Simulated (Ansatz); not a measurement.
BrFH2Si, SMILES F[SiH2]Br, the interaction energy of a dimer with the counterpoise correction

With Ansatz 0.2.0, Python API.

Interactive session:
```pycon
>>> import ansatz as az
>>> FIRST = [
...     ("F", (-0.3088, -0.2502, 1.5966)),
...     ("Si", (0.0777, -0.085, 0.0471)),
...     ("Br", (-1.3242, 1.3094, -1.0029)),
...     ("H", (0.0845, -1.4094, -0.5961)),
...     ("H", (1.4707, 0.435, -0.0446)),
... ]
>>> SECOND = [
...     ("F", (3.2458, 4.4438, 0.4328)),
...     ("Si", (1.7215, 4.0101, 0.1757)),
...     ("Br", (1.3104, 3.714, -2.005)),
...     ("H", (0.8236, 5.0268, 0.7484)),
...     ("H", (1.4534, 2.7459, 0.9168)),
... ]
>>> def energy(atoms, ghosts=()):
...     molecule = az.Crystal.molecule()
...     for symbol, xyz in atoms:
...         molecule = molecule.atom(symbol, xyz)
...     calc = (
...         molecule.calculation()
...         .basis(gaussian="def2-SVP")
...         .functional("HF")
...     )
...     deck = calc.input()
...     if ghosts:
...         deck = deck.set(az.key.basis.gaussian.ghost_atoms, [{"symbol": s, "position_ang": list(xyz)} for s, xyz in ghosts])
...     return az.Session.from_dict(deck).plan().execute().report["free_energy_ev"]
...
>>> # ghost atoms carry the functions of the partner
>>> both = energy(FIRST + SECOND)
>>> alone = energy(FIRST) + energy(SECOND)
>>> ghosted = energy(FIRST, SECOND) + energy(SECOND, FIRST)
>>> print(f"dimer {both:.6f} eV")
dimer -161176.505179 eV
>>> print(f"interaction, uncorrected   {23.060548 * (both - alone):8.3f} kcal/mol")
interaction, uncorrected      2.414 kcal/mol
>>> print(f"interaction, counterpoise  {23.060548 * (both - ghosted):8.3f} kcal/mol")
interaction, counterpoise     3.365 kcal/mol
>>> print(f"basis-set superposition    {23.060548 * (alone - ghosted):8.3f} kcal/mol")
basis-set superposition       0.952 kcal/mol
```

Uncorrected it is 2.414 kcal/mol, with the counterpoise correction 3.365 kcal/mol; the difference, 0.951 kcal/mol, is the superposition error. In this basis both values are repulsive.

Reading the output:
- Total energies depend on the basis set; only differences at equal settings carry meaning.
- The dimer is a generated trial pose of unrelaxed monomers, not a minimum, so the figure is no binding energy, and the basis set is small.
- Hartree-Fock leaves correlation out, so bond, atomisation and ionisation energies come out well too low.
- This level lacks the dispersion part of the attraction (electrostatics and induction are there), which can decide the sign where the interaction is weak.
- Wall time of the script: 12 s on 1 thread of Arm Neoverse V2, with other jobs on the host, peak memory 0.45 GiB.
